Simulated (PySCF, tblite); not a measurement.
**C₂H₁₀N₂O₂Si₂: geometry, infrared bands and NMR shifts**

Aim: predict the infrared bands and NMR shifts of C₂H₁₀N₂O₂Si₂ (`N[Si@@H]1COC[Si@@H](O)N1`).

Computed with tblite 0.8.0 and PySCF 2.14.0, with density-fitted response routines of our own, on a single molecule in the gas phase. Atoms count from 0, in the outputs and in this text.

## (1) Starting geometry

18 atoms, charge 0, multiplicity 1; geometry from: force field or distance geometry start.

Bonds of the start (Å): N0–Si1 1.79, Si1–C2 1.84, C2–O3 1.39, O3–C4 1.41, C4–Si5 1.86, Si5–O6 1.69, Si5–N7 1.79, N7–Si1 1.76, N0–H8 1.05, N0–H9 1.04, Si1–H10 1.49, C2–H11 1.11, C2–H12 1.10, C4–H13 1.12, C4–H14 1.10, Si5–H15 1.46, O6–H16 0.98, N7–H17 1.05.

## (2) Optimising the geometry with GFN2-xTB

The job: settings as JSON, then the geometry in Å.

```
{"job": {"kind": "relax", "xc": "GFN2-xTB", "basis": "xTB"}, "charge": 0, "multiplicity": 1}
N      2.844600     0.520700    -0.686200
Si     1.335800    -0.014600     0.118800
C      0.656300    -1.581400    -0.572400
O     -0.546100    -1.428000    -1.260200
C     -1.569100    -0.894800    -0.449100
Si    -1.357600     0.947900    -0.590800
O     -2.617200     1.848900     0.091100
N      0.216800     1.347800     0.162500
H      3.082900     1.484400    -0.334800
H      2.745100     0.524200    -1.726100
H      1.717600    -0.289600     1.531300
H      0.534100    -2.320200     0.248300
H      1.384400    -1.995100    -1.290000
H     -2.536300    -1.229300    -0.899000
H     -1.451000    -1.265000     0.582100
H     -1.325500     1.262600    -2.020300
H     -3.213200     1.350100     0.692200
H      0.089700     1.737700     1.126100
```

Run with:

```console
OMP_NUM_THREADS=1 python probes_run.py task.json out
```

This one command runs all jobs of the session in turn.

**Question.** This job is followed by: GFN2-xTB harmonic vibrations, gas phase; GIAO PBE0/pcSseg-1 NMR shielding, non-relativistic, gas phase. What will the session give for the following? strongest single infrared mode (GFN2-xTB); zero-point energy (GFN2-xTB); ¹³C shifts against TMS (PBE0/pcSseg-1); ¹H shifts against TMS (PBE0/pcSseg-1, means over atoms taken as alike); ¹⁵N shifts against NH3 (PBE0/pcSseg-1); ²⁹Si shifts against TMS (PBE0/pcSseg-1); ¹⁷O shifts against H2O (PBE0/pcSseg-1); surface potential, 1st and 99th percentile.

**Answer**, as computed:

| quantity | value |
| --- | --- |
| strongest single infrared mode (GFN2-xTB) | 2260 cm⁻¹, 330 km/mol |
| zero-point energy (GFN2-xTB) | 81.9 kcal/mol |
| ¹³C shifts against TMS (PBE0/pcSseg-1) | 67.1, 64.2 ppm |
| ¹H shifts against TMS (PBE0/pcSseg-1, means over atoms taken as alike) | 5.00, 4.68, 3.74, 3.67, 3.13, 3.08, 1.40, 1.24, 1.04 ppm |
| ¹⁵N shifts against NH3 (PBE0/pcSseg-1) | 64.4, 35.0 ppm |
| ²⁹Si shifts against TMS (PBE0/pcSseg-1) | -31.5, -31.8 ppm |
| ¹⁷O shifts against H2O (PBE0/pcSseg-1) | 44.1, -10.8 ppm |
| surface potential, 1st and 99th percentile | -1.47 V and 2.04 V |

Relaxing lowered the energy by 0.780 eV in 139 steps; the close pair that moved most is N0–Si1, from 1.792 to 1.721 Å. No mode is imaginary among the 48: a minimum at this level. The strongest single mode, at 2260 cm⁻¹, moves mainly H10. GFN2-xTB is a fitted tight-binding method: band positions and strengths are rough. Its intensities can rank the bands wrongly.
